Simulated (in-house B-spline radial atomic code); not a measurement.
**As²⁺ in a hard spherical wall**

Aim: energy and levels of As²⁺ squeezed by an impenetrable sphere of shrinking radius. More than one configuration is followed.

Method: Dirac-Hartree-Fock, average of configuration, Fermi nucleus, basis-set limit. Code: in-house B-spline radial atomic code version 1.

## (1) The system

- element: arsenic (Z = 33)
- charge: +2
- electrons: 31
- configuration: [Ar] 3d10 4s2 4p1
- Hamiltonian: Dirac-Coulomb
- nucleus: Fermi, rms radius 4.097 fm

Outer shells as boxes (Hund's rule):

[Ar] 3d10 4s2 4p1
```
[Ar] core
3d [↑↓][↑↓][↑↓][↑↓][↑↓]
4s [↑↓]
4p [↑ ][  ][  ]
```

The boxes draw the filling by Hund's rule, which heavy ions in jj coupling don't follow; these runs average over all states of the configuration.

The run's settings:

```ini
Z = 33
electrons = 31.0
configuration = [Ar] 3d10 4s2 4p1
hamiltonian = dirac
method = hf
spin_polarised = False
nucleus = fermi
rms_radius = 4.0968
mass_number = 75
atomic_mass = 74.921594562
speed_of_light = 137.035999084
```

From the earlier run of the reference: total energy -2258.498722 hartree. Levels, eight at most:

```
orbital  occupation  energy (eV)  <r> (bohr)
  3s1/2           2      -246.99      0.5953
  3p1/2           2      -186.71      0.6093
  3p3/2           4      -181.38      0.6191
  3d3/2           4      -78.407      0.6648
  3d5/2           6      -77.606      0.6693
  4s1/2           2      -37.544       1.849
  4p1/2    0.333333      -27.826       2.153
  4p3/2    0.666667      -27.459       2.179
```

## (2) Wall at 6.28 bohr, configuration [Ar] 3d10 4s2 4p1

The run's settings:

```ini
Z = 33
electrons = 31.0
configuration = [Ar] 3d10 4s2 4p1
hamiltonian = dirac
method = hf
spin_polarised = False
nucleus = fermi
rms_radius = 4.0968
mass_number = 75
atomic_mass = 74.921594562
speed_of_light = 137.035999084
wall_radius = 6.28
```

## (3) Wall at 3.31 bohr, configuration [Ar] 3d10 4s2 4p1

Settings: those of step 2 with these lines changed.

```diff
@@ -11,2 +11,2 @@
 speed_of_light = 137.035999084
-wall_radius = 6.28
+wall_radius = 3.31
```

## (4) Wall at 2.16 bohr, configuration [Ar] 3d10 4s2 4p1

Settings: those of step 3 with these lines changed.

```diff
@@ -11,2 +11,2 @@
 speed_of_light = 137.035999084
-wall_radius = 3.31
+wall_radius = 2.16
```

## (5) Wall at 6.28 bohr, configuration [Ar] 3d10 4s1 4p1 4f1

The run's settings:

```ini
Z = 33
electrons = 31.0
configuration = [Ar] 3d10 4s1 4p1 4f1
hamiltonian = dirac
method = hf
spin_polarised = False
nucleus = fermi
rms_radius = 4.0968
mass_number = 75
atomic_mass = 74.921594562
speed_of_light = 137.035999084
wall_radius = 6.28
```

## (6) Wall at 3.31 bohr, configuration [Ar] 3d10 4s1 4p1 4f1

Settings: those of step 5 with these lines changed.

```diff
@@ -11,2 +11,2 @@
 speed_of_light = 137.035999084
-wall_radius = 6.28
+wall_radius = 3.31
```

## (7) Wall at 2.16 bohr, configuration [Ar] 3d10 4s1 4p1 4f1

Settings: those of step 6 with these lines changed.

```diff
@@ -11,2 +11,2 @@
 speed_of_light = 137.035999084
-wall_radius = 3.31
+wall_radius = 2.16
```

## (8) Wall at 6.28 bohr, configuration [Ne] 3s2 3p5 3d10 4s2 4p1 4d1

The run's settings:

```ini
Z = 33
electrons = 31.0
configuration = [Ne] 3s2 3p5 3d10 4s2 4p1 4d1
hamiltonian = dirac
method = hf
spin_polarised = False
nucleus = fermi
rms_radius = 4.0968
mass_number = 75
atomic_mass = 74.921594562
speed_of_light = 137.035999084
wall_radius = 6.28
```

## (9) Wall at 3.31 bohr, configuration [Ne] 3s2 3p5 3d10 4s2 4p1 4d1

Settings: those of step 8 with these lines changed.

```diff
@@ -11,2 +11,2 @@
 speed_of_light = 137.035999084
-wall_radius = 6.28
+wall_radius = 3.31
```

## (10) Wall at 2.16 bohr, configuration [Ne] 3s2 3p5 3d10 4s2 4p1 4d1

Settings: those of step 9 with these lines changed.

```diff
@@ -11,2 +11,2 @@
 speed_of_light = 137.035999084
-wall_radius = 3.31
+wall_radius = 2.16
```

Before running: What do the energy and the highest level do as the wall closes in, and which configuration is lower at each radius?

As calculated:

| configuration | radius (bohr) | energy above the free system (eV) | highest level (eV) |
| --- | --- | --- | --- |
| [Ar] 3d10 4s2 4p1 | 6.28 | 0.0180 | -27.441 (4p3/2) |
| [Ar] 3d10 4s2 4p1 | 3.31 | 8.364 | -22.266 (4p3/2) |
| [Ar] 3d10 4s2 4p1 | 2.16 | 88.724 | 11.731 (4p3/2) |
| [Ar] 3d10 4s1 4p1 4f1 | 6.28 | 32.537 | -4.626 (4f5/2) |
| [Ar] 3d10 4s1 4p1 4f1 | 3.31 | 60.100 | 18.101 (4f5/2) |
| [Ar] 3d10 4s1 4p1 4f1 | 2.16 | 164.67 | 69.668 (4f5/2) |
| [Ne] 3s2 3p5 3d10 4s2 4p1 4d1 | 6.28 | 162.70 | -14.447 (4d5/2) |
| [Ne] 3s2 3p5 3d10 4s2 4p1 4d1 | 3.31 | 179.58 | -2.681 (4d5/2) |
| [Ne] 3s2 3p5 3d10 4s2 4p1 4d1 | 2.16 | 294.15 | 44.252 (4d5/2) |

**Reading.** For [Ar] 3d10 4s2 4p1 the energy above the free reference is 0.0180 eV at 6.28 bohr and 88.724 eV at 2.16 bohr. Its highest level passes zero between 3.31 and 2.16 bohr; in smaller spheres the level is positive, pushed up by confinement, and the wall keeps the electron in. Of [Ar] 3d10 4s2 4p1 and [Ar] 3d10 4s1 4p1 4f1, the first stays lower at every radius that both share. At 2.16 bohr the lowest of all 3 is [Ar] 3d10 4s2 4p1. A hard wall is a crude model of an atom's surroundings.
